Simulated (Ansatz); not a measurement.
# C₈H₁₆: one species, many methods

How much do the methods differ for C₈H₁₆? The plan is to run it at one geometry with functionals of several rungs and with coupled cluster. The yardstick is the atomisation energy at the CCSD(T) limit.

Computed with Ansatz 0.2.0, Gaussian basis. Level: functionals in def2-TZVPP, the program's frozen cores in correlated methods.

The runs, in order: LDA (SPW92), PBE-D4, revPBE-D4, BLYP-D4, r2SCAN-D4, B97M-V, PBE0-D4, B3LYP-D4, r2SCANh-D4, r2SCAN0-D4, HSE06-D4, BHLYP-D4, CAM-B3LYP-D4, LC-ωPBE, ωB97X-V, ωB97M-V, B2PLYP, PBE-QIDH; CCSD(T)/def2-SVP; CCSD(T)/def2-TZVPP; MP2/def2-QZVPP; extrapolation to the limit; RPA on PBE.

**1. Structure used throughout**

All runs share one geometry, relaxed beforehand with PBE0-D4 in a triple-zeta def2 set.

SMILES `C=C(C)C(CC)CC`, 24 atoms, charge 0, spin multiplicity 1.

Atoms are counted from 1 here; the program's logs count them from 0.

Bond lengths: C1–C2 1.329 Å, C1–H9 1.085 Å, C1–H10 1.085 Å, C2–C3 1.497 Å, C2–C4 1.509 Å, C3–H11 1.094 Å, C3–H12 1.094 Å, C3–H13 1.090 Å, C4–C5 1.531 Å, C4–C7 1.531 Å, C4–H14 1.098 Å, C5–C6 1.518 Å, C5–H15 1.095 Å, C5–H16 1.096 Å, C6–H17 1.092 Å, C6–H18 1.094 Å, C6–H19 1.092 Å, C7–C8 1.518 Å and more. Angles: C2–C1–H9 121.3°, C2–C1–H10 121.6°, H9–C1–H10 117.1°, C1–C2–C3 121.3°, C1–C2–C4 121.2°, C3–C2–C4 117.5°, C2–C3–H11 111.4°, C2–C3–H12 111.4°, C2–C3–H13 111.1°, H11–C3–H12 106.6°, H11–C3–H13 108.1°, H12–C3–H13 108.1°, C2–C4–C5 112.2°, C2–C4–C7 112.2°, C2–C4–H14 106.8°, C5–C4–C7 110.3°, C5–C4–H14 107.5°, C7–C4–H14 107.5° and more.

**2. LDA**

This LDA is Slater exchange with PW92 correlation.

File in.yaml:

```yaml
crystal:
  periodic: [false, false, false]
  atoms:
    - {symbol: C, position_ang: [0.597831, -1.088271, 1.796155]}
    - {symbol: C, position_ang: [-0.168488, -0.491042, 0.888807]}
    - {symbol: C, position_ang: [-1.655883, -0.430196, 1.046207]}
    - {symbol: C, position_ang: [0.429716, 0.150867, -0.338327]}
    - {symbol: C, position_ang: [0.163966, 1.657883, -0.390786]}
    - {symbol: C, position_ang: [0.683348, 2.418018, 0.815794]}
    - {symbol: C, position_ang: [-0.046630, -0.517081, -1.631258]}
    - {symbol: C, position_ang: [0.258944, -2.001725, -1.707148]}
    - {symbol: H, position_ang: [1.675776, -1.132124, 1.682599]}
    - {symbol: H, position_ang: [0.175107, -1.552418, 2.681093]}
    - {symbol: H, position_ang: [-2.011176, 0.604328, 1.080985]}
    - {symbol: H, position_ang: [-2.166315, -0.907710, 0.204160]}
    - {symbol: H, position_ang: [-1.974681, -0.928646, 1.962132]}
    - {symbol: H, position_ang: [1.516449, 0.008541, -0.273662]}
    - {symbol: H, position_ang: [0.630029, 2.049737, -1.301332]}
    - {symbol: H, position_ang: [-0.911545, 1.832651, -0.508555]}
    - {symbol: H, position_ang: [0.504140, 3.490804, 0.714314]}
    - {symbol: H, position_ang: [1.759907, 2.269018, 0.938492]}
    - {symbol: H, position_ang: [0.204559, 2.081645, 1.738316]}
    - {symbol: H, position_ang: [-1.123170, -0.350072, -1.750619]}
    - {symbol: H, position_ang: [0.429008, 0.000193, -2.471548]}
    - {symbol: H, position_ang: [-0.065764, -2.424019, -2.660824]}
    - {symbol: H, position_ang: [-0.237675, -2.554703, -0.906589]}
    - {symbol: H, position_ang: [1.332548, -2.185675, -1.608423]}
basis:
  gaussian: {orbitals: def2-TZVPP}
hamiltonian: {xc: lda}
output: {orbitals: {seedname: orbitals}}
```

Run with:

```console
> ansatz run in.yaml --threads 4 --pin off --events-out ev --progress --plain --max-ram 66560MiB --backend cuda --devices 0, --max-vram 37GiB
```

The runs that follow: PBE-D4 (GGA); revPBE-D4 (GGA); BLYP-D4 (GGA); r2SCAN-D4 (meta-GGA); B97M-V (meta-GGA); PBE0-D4 (hybrid); B3LYP-D4 (hybrid); r2SCANh-D4 (hybrid); r2SCAN0-D4 (hybrid); HSE06-D4 (hybrid); BHLYP-D4 (hybrid); CAM-B3LYP-D4 (range-separated); LC-ωPBE (range-separated); ωB97X-V (range-separated); ωB97M-V (range-separated); B2PLYP (double hybrid); PBE-QIDH (double hybrid); CCSD(T) in def2-SVP; CCSD(T) in def2-TZVPP; MP2 in def2-QZVPP; RPA on PBE orbitals.

Q: Predict the results of all the runs planned. Wanted: atomisation energy, CCSD(T)/CBS; farthest beyond LDA; mean size of error, GGA; mean size of error, meta-GGA; mean size of error, hybrid; mean size of error, range-separated; mean size of error, double hybrid; gap, smallest and largest; T1 diagnostic.

The runs gave:

```
                               quantity                                                                                             value
        atomisation energy, CCSD(T)/CBS                                                                                     9773.6 kJ/mol
 functionals within 48.9 kJ/mol (0.5 %)  revPBE-D4, BLYP-D4, r2SCAN-D4, B97M-V, B3LYP-D4, r2SCANh-D4, LC-ωPBE, ωB97X-V, ωB97M-V, PBE-QIDH
                    farthest beyond LDA                                                                          BHLYP-D4 (-193.7 kJ/mol)
                mean size of error, GGA                                                                                       79.6 kJ/mol
           mean size of error, meta-GGA                                                                                       24.2 kJ/mol
             mean size of error, hybrid                                                                                       73.4 kJ/mol
    mean size of error, range-separated                                                                                       24.5 kJ/mol
      mean size of error, double hybrid                                                                                       47.9 kJ/mol
              gap, smallest and largest                                                         5.36 eV (LDA (SPW92)), 12.54 eV (LC-ωPBE)
                          T1 diagnostic                                                                                            0.0093
triples share of the correlation energy                                                                                             4.0 %
```

What this shows: The LDA atomisation energy is off by 1298.8 kJ/mol (13 %): it overbinds. PBE-D4 is off by +188.6 kJ/mol. Double hybrids carry the basis error of their MP2 part in triple zeta, and no dispersion term here, so their miss is partly the set-up's. The rungs meta-GGA, range-separated, double hybrid miss on average by less than the doubt on the reference (48.9 kJ/mol), so they tie. The reference freezes the cores and leaves out relativity and excitations past (T), so misses under about 48.9 kJ/mol can't be ranked. Hartree-Fock recovers 76 % of the binding; the rest is correlation. CCSD(T) in def2-SVP is off by -329.8 kJ/mol, worse than the median functional, from the basis alone. The gap grows from 5.4 to 12.5 eV across the functionals, mostly with the share of exact exchange.
